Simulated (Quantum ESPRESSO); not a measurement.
# HPbNO4 (P2_1/m) in Quantum ESPRESSO: further runs, part 2 of 2

Quantum ESPRESSO 7.5. The steps go on from the part before.

## 4. Band structure, PBE

pw.in

```
&CONTROL
  calculation = 'scf'
  prefix = 'pwscf'
  outdir = './tmp'
  pseudo_dir = './pseudo'
  tprnfor = .true.
  tstress = .true.
  disk_io = 'low'
/
&SYSTEM
  ibrav = 0
  celldm(1) = 8
  nat = 14
  ntyp = 4
  ecutwfc = 88
  nbnd = 57
  occupations = 'smearing'
  smearing = 'fd'
  degauss = 0.00367493
/
&ELECTRONS
  conv_thr = 2.8d-09
  electron_maxstep = 120
  mixing_beta = 0.5
/
ATOMIC_SPECIES
H      1.0080 H_ONCV_PBE-1.2.upf
Pb   207.2000 Pb_ONCV_PBE-1.2.upf
N     14.0070 N_ONCV_PBE-1.2.upf
O     15.9990 O_ONCV_PBE-1.2.upf
CELL_PARAMETERS alat
  1.6201496064749   0.0000000000000   0.0000000000000
  0.0000000000000   0.9988737971123   0.0000000000000
 -0.8010100232334   0.0000000000000   1.7183728461177
ATOMIC_POSITIONS crystal
H      0.2254900000    0.7500000000    0.5073000000
H      0.7745100000    0.2500000000    0.4927000000
Pb     0.3022900000    0.2500000000    0.2849400000
Pb     0.6977100000    0.7500000000    0.7150600000
N      0.2148400000    0.7500000000    0.8356700000
N      0.7851600000    0.2500000000    0.1643300000
O      0.3307800000    0.7500000000    0.4533800000
O      0.4090900000    0.7500000000    0.8690100000
O      0.1550800000    0.7500000000    0.9653700000
O      0.0708300000    0.7500000000    0.6695500000
O      0.6692200000    0.2500000000    0.5466100000
O      0.5909100000    0.2500000000    0.1309900000
O      0.8449200000    0.2500000000    0.0346300000
O      0.9291700000    0.2500000000    0.3304500000
K_POINTS automatic
4 4 3 0 0 0
```

bands.in

```
&CONTROL
  calculation = 'bands'
  prefix = 'pwscf'
  outdir = './tmp'
  pseudo_dir = './pseudo'
  disk_io = 'low'
  verbosity = 'high'
/
&SYSTEM
  ibrav = 0
  celldm(1) = 8
  nat = 14
  ntyp = 4
  ecutwfc = 88
  nbnd = 57
  occupations = 'smearing'
  smearing = 'fd'
  degauss = 0.00367493
/
&ELECTRONS
  conv_thr = 1d-08
  electron_maxstep = 120
  mixing_beta = 0.5
  diago_full_acc = .true.
  startingwfc = 'random'
/
ATOMIC_SPECIES
H      1.0080 H_ONCV_PBE-1.2.upf
Pb   207.2000 Pb_ONCV_PBE-1.2.upf
N     14.0070 N_ONCV_PBE-1.2.upf
O     15.9990 O_ONCV_PBE-1.2.upf
CELL_PARAMETERS alat
  1.6201496064749   0.0000000000000   0.0000000000000
  0.0000000000000   0.9988737971123   0.0000000000000
 -0.8010100232334   0.0000000000000   1.7183728461177
ATOMIC_POSITIONS crystal
H      0.2254900000    0.7500000000    0.5073000000
H      0.7745100000    0.2500000000    0.4927000000
Pb     0.3022900000    0.2500000000    0.2849400000
Pb     0.6977100000    0.7500000000    0.7150600000
N      0.2148400000    0.7500000000    0.8356700000
N      0.7851600000    0.2500000000    0.1643300000
O      0.3307800000    0.7500000000    0.4533800000
O      0.4090900000    0.7500000000    0.8690100000
O      0.1550800000    0.7500000000    0.9653700000
O      0.0708300000    0.7500000000    0.6695500000
O      0.6692200000    0.2500000000    0.5466100000
O      0.5909100000    0.2500000000    0.1309900000
O      0.8449200000    0.2500000000    0.0346300000
O      0.9291700000    0.2500000000    0.3304500000
K_POINTS crystal
60
 0.0000000000  0.0000000000  0.0000000000 1
 0.0000000000  0.0000000000  0.1250000000 1
 0.0000000000  0.0000000000  0.2500000000 1
 0.0000000000  0.0000000000  0.3750000000 1
 0.0000000000  0.0000000000  0.5000000000 1
-0.0972239124  0.0000000000  0.5480679858 1
-0.1944478247  0.0000000000  0.5961359716 1
-0.2916717371  0.0000000000  0.6442039574 1
-0.3888956494  0.0000000000  0.6922719433 1
-0.4444478247  0.0000000000  0.5961359716 1
-0.5000000000  0.0000000000  0.5000000000 1
-0.5000000000  0.0555555556  0.5000000000 1
-0.5000000000  0.1111111111  0.5000000000 1
-0.5000000000  0.1666666667  0.5000000000 1
-0.5000000000  0.2222222222  0.5000000000 1
-0.5000000000  0.2777777778  0.5000000000 1
-0.5000000000  0.3333333333  0.5000000000 1
-0.5000000000  0.3888888889  0.5000000000 1
-0.5000000000  0.4444444444  0.5000000000 1
-0.5000000000  0.5000000000  0.5000000000 1
-0.5555521753  0.5000000000  0.4038640284 1
-0.6111043506  0.5000000000  0.3077280567 1
-0.5555521753  0.5000000000  0.1538640284 1
-0.5000000000  0.5000000000  0.0000000000 1
-0.5000000000  0.4500000000  0.0000000000 1
-0.5000000000  0.4000000000  0.0000000000 1
-0.5000000000  0.3500000000  0.0000000000 1
-0.5000000000  0.3000000000  0.0000000000 1
-0.5000000000  0.2500000000  0.0000000000 1
-0.5000000000  0.2000000000  0.0000000000 1
-0.5000000000  0.1500000000  0.0000000000 1
-0.5000000000  0.1000000000  0.0000000000 1
-0.5000000000  0.0500000000  0.0000000000 1
-0.5000000000  0.0000000000  0.0000000000 1
-0.5370347835  0.0000000000  0.1025760189 1
-0.5740695670  0.0000000000  0.2051520378 1
-0.6111043506  0.0000000000  0.3077280567 1
-0.3888956494  0.5000000000  0.6922719433 1
-0.2916717371  0.5000000000  0.6442039574 1
-0.1944478247  0.5000000000  0.5961359716 1
-0.0972239124  0.5000000000  0.5480679858 1
 0.0000000000  0.5000000000  0.5000000000 1
 0.0000000000  0.5000000000  0.4166666667 1
 0.0000000000  0.5000000000  0.3333333333 1
 0.0000000000  0.5000000000  0.2500000000 1
 0.0000000000  0.5000000000  0.1666666667 1
 0.0000000000  0.5000000000  0.0833333333 1
 0.0000000000  0.5000000000  0.0000000000 1
 0.0000000000  0.0000000000  0.5000000000 1
 0.0000000000  0.0454545455  0.5000000000 1
 0.0000000000  0.0909090909  0.5000000000 1
 0.0000000000  0.1363636364  0.5000000000 1
 0.0000000000  0.1818181818  0.5000000000 1
 0.0000000000  0.2272727273  0.5000000000 1
 0.0000000000  0.2727272727  0.5000000000 1
 0.0000000000  0.3181818182  0.5000000000 1
 0.0000000000  0.3636363636  0.5000000000 1
 0.0000000000  0.4090909091  0.5000000000 1
 0.0000000000  0.4545454545  0.5000000000 1
 0.0000000000  0.5000000000  0.5000000000 1
```

Potentials or basis: SG15 PBE 1.2.

Launch:

```bash
$ OMP_NUM_THREADS=1 mpirun -n 4 pw.x -nk 2 -in pw.in > pw.out
$ OMP_NUM_THREADS=1 mpirun -n 4 pw.x -nk 4 -in bands.in > bands.out
```

pw.out:

```text
This program is part of the open-source Quantum ESPRESSO suite
     for quantum simulation of materials; please cite
         "P. Giannozzi et al., J. Phys.:Condens. Matter 21 395502 (2009);
         "P. Giannozzi et al., J. Phys.:Condens. Matter 29 465901 (2017);
         "P. Giannozzi et al., J. Chem. Phys. 152 154105 (2020);
     in publications or presentations arising from this work. More details at

     Message from routine setup:
     using ibrav=0 with symmetry is DISCOURAGED, use correct ibrav instead

     K-points division:     npool     =       2
     Subspace diagonalization in iterative solution of the eigenvalue problem:
     a serial algorithm will be used

     --------------------
     sticks:   dense  smooth     PW     G-vecs:    dense   smooth      PW
     Min        1449    1449    400                79376    79376   11521
     Max        1450    1450    401                79379    79379   11522
     Sum        2899    2899    801               158755   158755   23043

     Using Slab Decomposition

     bravais-lattice index     =            0
     lattice parameter (alat)  =       8.0000  a.u.
     unit-cell volume          =    1423.8135 (a.u.)^3
     number of atoms/cell      =           14
     number of atomic types    =            4
     number of electrons       =        88.00
     number of Kohn-Sham states=           57
     kinetic-energy cutoff     =      88.0000  Ry
     charge density cutoff     =     352.0000  Ry
[... 431 lines left out ...]

   -22.4909 -22.4908 -17.1710 -17.1709 -16.8219 -16.8218 -14.7904 -14.7901
   -12.1715 -12.1714 -12.1571 -12.1571 -12.1286 -12.1286 -12.0784 -12.0784
   -11.9357 -11.9356  -6.4030  -6.4029  -4.7429  -4.7429  -4.4138  -4.4138
    -4.0716  -4.0716  -3.2928  -3.2928  -2.0079  -2.0078   0.5565   0.5565
     0.8510   0.8510   1.1980   1.1980   1.3841   1.3842   1.6608   1.6609
     2.3968   2.3969   2.9159   2.9160   6.4890   6.4891   7.5303   7.5305
     8.5633   8.5634   9.3659   9.3660  11.3815  11.3816  11.9272  11.9272
    13.3084

     the Fermi energy is     4.6025 ev

!    total energy              =    -523.14140674 Ry
     estimated scf accuracy    <          6.4E-10 Ry
     smearing contrib. (-TS)   =      -0.00000000 Ry
     internal energy E=F+TS    =    -523.14140674 Ry

     The total energy is F=E-TS. E is the sum of the following terms:
     one-electron contribution =    -277.45505092 Ry
     hartree contribution      =     179.24263553 Ry
     xc contribution           =     -95.33926728 Ry
     ewald contribution        =    -329.58972407 Ry

     convergence has been achieved in  13 iterations

     Forces acting on atoms (cartesian axes, Ry/au):

     atom    1 type  1   force =     0.00241532    0.00000000   -0.00115142
     atom    2 type  1   force =    -0.00233072    0.00000000    0.00111122
     atom    3 type  2   force =    -0.00005199    0.00000000   -0.00029010
     atom    4 type  2   force =     0.00004725    0.00000000    0.00027952
     atom    5 type  3   force =     0.00030881    0.00000000    0.00036885
     atom    6 type  3   force =    -0.00031191    0.00000000   -0.00036360
     atom    7 type  4   force =    -0.00318101    0.00000000    0.00096436
     atom    8 type  4   force =     0.00461969    0.00000000    0.00142476
     atom    9 type  4   force =    -0.00275414    0.00000000    0.00293692
     atom   10 type  4   force =    -0.00085125    0.00000000   -0.00391690
     atom   11 type  4   force =     0.00309517    0.00000000   -0.00090706
     atom   12 type  4   force =    -0.00461599    0.00000000   -0.00142739
     atom   13 type  4   force =     0.00275628    0.00000000   -0.00294082
     atom   14 type  4   force =     0.00085446    0.00000000    0.00391165

     Total force =     0.012132     Total SCF correction =     0.000068

     Computing stress (Cartesian axis) and pressure

          total   stress  (Ry/bohr**3)                   (kbar)     P=        1.33
   0.00001077   0.00000000   0.00000332            1.58        0.00        0.49
   0.00000000   0.00000162   0.00000000            0.00        0.24        0.00
   0.00000332   0.00000000   0.00001475            0.49        0.00        2.17

=------------------------------------------------------------------------------=
   JOB DONE.
=------------------------------------------------------------------------------=
```

Run time: 13 min. Hardware: 4 MPI ranks of Arm Neoverse V1, shared host; peak memory 1.8 GiB.

What came out:

| Property | Result |
| --- | --- |
| Free energy | -7117.7014 eV |
| Pressure | 0.1 GPa |
| Largest force | 0.124 eV/Å |
| Band gap on the k mesh | 3.10 eV, indirect (least direct gap 3.28 eV) |
| Band gap along the path | 3.05 eV, indirect (least direct gap 3.26 eV) |

Forces in eV/Å, atoms in the order of the input:
```
H    0.062  0.000 -0.030
H   -0.060  0.000  0.029
Pb  -0.001  0.000 -0.007
Pb   0.001  0.000  0.007
N    0.008  0.000  0.009
N   -0.008  0.000 -0.009
O   -0.082  0.000  0.025
O    0.119  0.000  0.037
O   -0.071  0.000  0.076
O   -0.022  0.000 -0.101
O    0.080  0.000 -0.023
O   -0.119  0.000 -0.037
O    0.071  0.000 -0.076
O    0.022  0.000  0.101
```

Levels at the corners of the path, in eV from the valence-band top:
```csv
point,band 40,band 41,band 42,band 43,band 44,band 45,band 46,band 47,band 48,band 49
Γ,-1.44,-1.29,-0.34,-0.32,-0.06,3.22,3.88,4.21,4.22,5.62
Y,-1.44,-1.32,-0.40,-0.21,-0.20,3.28,3.76,4.14,4.19,5.23
H,-1.30,-1.23,-0.59,-0.29,-0.12,3.47,3.64,4.00,4.32,5.03
C,-1.32,-1.22,-0.67,-0.29,0.00,3.41,3.70,3.80,4.24,5.40
E,-1.38,-0.66,-0.66,-0.14,-0.14,3.45,3.45,4.57,4.57,5.49
M1,-1.45,-0.67,-0.67,-0.13,-0.13,3.41,3.41,4.47,4.47,5.55
A,-1.44,-0.65,-0.65,-0.11,-0.11,3.41,3.41,4.28,4.28,5.56
X,-1.30,-1.30,-0.46,-0.33,-0.28,3.57,3.59,4.23,4.41,4.81
H1,-1.30,-1.23,-0.59,-0.29,-0.12,3.47,3.64,4.00,4.32,5.03
M,-1.45,-0.67,-0.67,-0.13,-0.13,3.41,3.41,4.47,4.47,5.55
D,-1.33,-0.67,-0.67,-0.25,-0.25,3.24,3.24,4.81,4.81,5.70
Z,-1.28,-0.62,-0.62,-0.27,-0.27,3.28,3.28,4.69,4.69,5.65
Y,-1.44,-1.32,-0.40,-0.21,-0.20,3.28,3.76,4.14,4.19,5.23
D,-1.33,-0.67,-0.67,-0.25,-0.25,3.24,3.24,4.81,4.81,5.70
```

Caveat: spin-orbit coupling is left out, which as a rule narrows the gap of such compounds by several tenths of an eV.

## 5. The runs side by side

| level | form of the LDA correlation | gap on the mesh (eV) | pressure (GPa) | largest force (eV/Å) |
| --- | --- | --- | --- | --- |
| LDA | PZ81 | 3.03 | -3.6 | 0.69 |
| PBEsol | - | 3.08 | -1.9 | 0.31 |
| PBE | - | 3.10 | 0.1 | 0.12 |

Alike in all rows: task band structure; potentials or basis SG15 PBE 1.2; no spin polarisation; cell as given; k mesh 4 × 4 × 3; cutoff (eV) 1197; smearing fermi-dirac 0.05 eV.

On the cell as given the gap runs from 2.96 eV (LDA) to 3.05 eV (PBE). The pressure there spans -3.6 GPa (LDA) to 0.1 GPa (PBE); a positive pressure means that this level wants a larger cell, a negative one a smaller.

Caveats: spin-orbit coupling is left out, which as a rule narrows the gap of such compounds by several tenths of an eV; the potentials were made for another functional, which shifts forces and pressure (some runs); some levels on the path didn't converge (some runs).

Total energies depend on the potentials used, so only differences within one code and one set of settings carry meaning.
